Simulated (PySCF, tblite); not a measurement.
**C₄H₇NO₂: geometry, infrared bands and NMR shifts**

Wanted: the infrared bands and NMR shifts of C₄H₇NO₂ (`NC(=O)C1COC1`), by calculation.

Programs: tblite 0.8.0 and PySCF 2.14.0, with density-fitted response routines of our own. Each step states its level of theory. These are calculated values for one molecule in the gas phase, unless marked as measured. Atoms count from 0, in the outputs and in this text.

## (1) The molecule as given

14 atoms, charge 0, multiplicity 1; geometry from: force field or distance geometry start.

Bonds of the start (Å): N0–C1 1.44, C1–O2 1.30, C1–C3 1.47, C3–C4 1.51, C4–O5 1.40, O5–C6 1.40, C6–C3 1.50, N0–H7 1.05, N0–H8 1.04, C3–H9 1.12, C4–H10 1.10, C4–H11 1.11, C6–H12 1.10, C6–H13 1.11.

## (2) Geometry optimisation with GFN2-xTB

What the job is given:

```
{"job": {"kind": "relax", "xc": "GFN2-xTB", "basis": "xTB"}, "charge": 0, "multiplicity": 1}
N      1.915300     0.246400    -0.258900
C      1.023700    -0.163500     0.788900
O      1.486400    -0.373100     1.981700
C     -0.412700    -0.377700     0.585800
C     -1.097000     0.890700     0.124700
O     -0.684800     0.565800    -1.174500
C     -0.839500    -0.778300    -0.799600
H      2.389600    -0.518200    -0.804000
H      2.076700     1.254900    -0.477100
H     -0.952600    -0.870500     1.440100
H     -0.651400     1.821900     0.509600
H     -2.200500     0.858000     0.181400
H     -0.160700    -1.439900    -1.349400
H     -1.893300    -1.117100    -0.770600
```

Command:

```sh
$ OMP_NUM_THREADS=1 python probes_run.py task.json out
```

This one command runs all jobs of the session in turn.

**Question.** This job is followed by: GFN2-xTB harmonic vibrations, gas phase; GIAO PBE0/pcSseg-1 NMR shielding, non-relativistic, gas phase. What will the session give for the following? strongest single infrared mode (GFN2-xTB); zero-point energy (GFN2-xTB); ¹³C shifts against TMS (PBE0/pcSseg-1, means over atoms taken as alike); ¹H shifts against TMS (PBE0/pcSseg-1, means over atoms taken as alike); ¹⁵N shifts against NH3 (PBE0/pcSseg-1); ¹⁷O shifts against H2O (PBE0/pcSseg-1); surface potential, 1st and 99th percentile.

As calculated:

| quantity | value |
| --- | --- |
| strongest single infrared mode (GFN2-xTB) | 1773 cm⁻¹, 543 km/mol |
| zero-point energy (GFN2-xTB) | 69.5 kcal/mol |
| ¹³C shifts against TMS (PBE0/pcSseg-1, means over atoms taken as alike) | 175.0, 77.2, 46.6 ppm |
| ¹H shifts against TMS (PBE0/pcSseg-1, means over atoms taken as alike) | 6.15, 5.20, 4.65, 4.60, 3.10 ppm |
| ¹⁵N shifts against NH3 (PBE0/pcSseg-1) | 104.7 ppm |
| ¹⁷O shifts against H2O (PBE0/pcSseg-1) | 448.3, 11.9 ppm |
| surface potential, 1st and 99th percentile | -1.93 V and 1.89 V |

In words: Relaxing lowered the energy by 2.073 eV in 80 steps; the close pair that moved most is C1–O2, from 1.296 to 1.209 Å. No mode is imaginary among the 36: a minimum at this level. The strongest single mode, at 1773 cm⁻¹, moves mainly C1 and O2. GFN2-xTB is a fitted tight-binding method: band positions and strengths are rough. Its intensities can rank the bands wrongly. At PBE0/pcSseg-1: Shielding is most anisotropic at O2 (span 742 ppm, paramagnetic term -511 ppm).
